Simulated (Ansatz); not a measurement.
# SnSe (SMILES [Se][Sn]): revPBE/def2-TZVP (core potential)

What is the energy change on altering one bond length of SnSe at revPBE/def2-TZVP (core potential)? 

The calculation is run with Ansatz 0.2.0.

26 further runs of the same task are left out: 26 set aside as unsound or not needed.

### Step 1. Starting point

SnSe: 2 atoms, total charge 0, spin state singlet. As SMILES, `[Se][Sn]`. The coordinates come from a PBE0-D4/def2-TZVP relaxation.

Bond lengths: Se1–Sn2 2.325 Å.

### Step 2. The energy at revPBE/def2-TZVP (core potential)

in.yaml

```yaml
crystal:
  periodic: [false, false, false]
  atoms:
    - {symbol: Se, position_ang: [0.000000, -0.000000, 0.006530]}
    - {symbol: Sn, position_ang: [-0.000000, 0.000000, 2.331810]}
basis:
  gaussian:
    orbitals: def2-TZVP
hamiltonian:
  xc: {name: revPBE}
accuracy: high
output: {orbitals: {seedname: orbitals}}
```

Started as:

```console
$ ansatz run in.yaml --threads 1 --pin off --max-ram 3480MiB --events-out events.jsonl --progress --plain --runs-dir runs
```

The log of the run:

```text
Warning: RAYON_NUM_THREADS=1 ignored (pool sized by the plan → 1); use --threads N
Functional definition: revPBE
  name "revPBE"
  parameter kappa = 1.245
  parameter beta = 0.06672455060314922
  exchange = pbe_x(kappa = kappa, mu = beta*pi^2/3)
  correlation = pbe_c(beta = beta)
1498 factors; integrals over basis functions are off by at most 4.7e-9 eV
mean field evaluation 1: about -71176.0806 eV, gradient 2.5e1 eV
mean field evaluation 2: about -71125.7943 eV, gradient 1.0e2 eV
mean field evaluation 4: about -71178.5248 eV, gradient 4.8e0 eV
mean field evaluation 8: about -71178.5928 eV, gradient 1.1e-1 eV
mean field evaluation 16: about -71178.5929 eV, gradient 3.7e-5 eV
mean field -71178.59286373 eV, -2615.7650411592 hartree, gradient 1.6e-8 eV, S^2 0.000000; 0 other end points of the search recorded, 0 dependent functions left out
reference -71178.59286676 eV, -2615.7650412704 hartree; 28, 28 occupied and 70, 70 virtual orbitals, 1498 factors
Total energy: -71178.59286676 eV, -2615.7650412704 hartree
```

Wall time 4.8 s (1 thread of Arm Neoverse V2, shared host); peak memory 0.2 GiB.

### Step 3. The distorted shape

in.yaml

```yaml
crystal:
  periodic: [false, false, false]
  atoms:
    - {symbol: Se, position_ang: [0.000000, -0.000000, -0.342290]}
    - {symbol: Sn, position_ang: [-0.000000, 0.000000, 2.331810]}
basis:
  gaussian:
    orbitals: def2-TZVP
hamiltonian:
  xc: {name: revPBE}
accuracy: high
output:
  orbitals: {seedname: orbitals}
```

Started as:

```console
$ ansatz run in.yaml --threads 1 --pin off --max-ram 3480MiB --events-out events.jsonl --progress --plain --runs-dir runs
```

The log of the run:

```text
Warning: RAYON_NUM_THREADS=1 ignored (pool sized by the plan → 1); use --threads N
Functional definition: revPBE
  name "revPBE"
  parameter kappa = 1.245
  parameter beta = 0.06672455060314922
  exchange = pbe_x(kappa = kappa, mu = beta*pi^2/3)
  correlation = pbe_c(beta = beta)
1486 factors; integrals over basis functions are off by at most 4.6e-9 eV
mean field evaluation 1: about -71173.3266 eV, gradient 3.1e1 eV
mean field evaluation 2: about -71085.1689 eV, gradient 1.2e2 eV
mean field evaluation 4: about -71177.5498 eV, gradient 1.2e1 eV
mean field evaluation 8: about -71177.5495 eV, gradient 1.2e1 eV
mean field evaluation 16: about -71178.0416 eV, gradient 6.8e-6 eV
mean field -71178.04158437 eV, -2615.7447820163 hartree, gradient 2.8e-8 eV, S^2 0.000000; 0 other end points of the search recorded, 0 dependent functions left out
reference -71178.04158739 eV, -2615.7447821272 hartree; 28, 28 occupied and 70, 70 virtual orbitals, 1486 factors
Total energy: -71178.04158739 eV, -2615.7447821272 hartree
```

Run time: 5.4 s. Hardware: 1 thread of Arm Neoverse V2, shared host; peak memory 0.2 GiB.

### Step 4. Results

At revPBE/def2-TZVP (core potential):

| quantity | value |
| --- | --- |
| first shape: total energy | -2615.76504 Eh |
| first shape: HOMO energy | -6.07 eV |
| first shape: LUMO energy | -3.10 eV |
| first shape: HOMO–LUMO gap | 2.97 eV |
| distorted shape: total energy | -2615.74478 Eh |
| distorted shape: HOMO energy | -5.52 eV |
| distorted shape: LUMO energy | -3.62 eV |
| distorted shape: HOMO–LUMO gap | 1.90 eV |
| energy change with the Se1–Sn2 bond stretched from 2.325 to 2.674 Å | 0.551 eV |

What this shows: With the Se1–Sn2 bond stretched from 2.325 to 2.674 Å the energy rises by 0.55 eV (12.7 kcal/mol). The first shape isn't relaxed at this level, so the change isn't measured from a minimum.
